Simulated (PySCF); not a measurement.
# H6N3Ni (Ni(NH2)3): the cost of one run

Computed with PySCF 2.14.0 and routines of our own; the level stands in each step. Atoms count from 0.

## 1. The system as given

10 atoms, charge 0, states of the metal's open shell are computed; geometry from: model start, shaken.

## 2. Optimising the geometry at PBE0-D3(BJ)/def2-TZVP

The job: settings as JSON, then the geometry in Å.

```
{"job": {"xc": "PBE0", "basis": "def2-TZVP", "d3": "d3bj", "grid": 1, "maxiter": 45, "kind": "geom"}, "charge": 0, "metal": "Ni", "open_shell": "d7"}
Ni     0.000020     0.004480    -0.004110
N      1.766640    -0.006820    -0.014870
H      2.380900     0.840100    -0.007380
H      2.370690    -0.812650     0.005350
N     -0.888420     1.527570    -0.000440
H     -1.889710     1.630980    -0.006860
H     -0.508380     2.451800    -0.027630
N     -0.893530    -1.560540     0.004070
H     -0.477510    -2.473940    -0.037750
H     -1.908220    -1.651870     0.001700
```

The run is started by

```console
OMP_NUM_THREADS=1 python lf_run.py task.json out
```

The driver reads the jobs from task.json and runs them one after another.

Q: Estimate the wall time and peak memory of this first job on 1 thread of Arm Neoverse V1, shared host.

About 4.4 min, with a peak of 0.71 GiB.
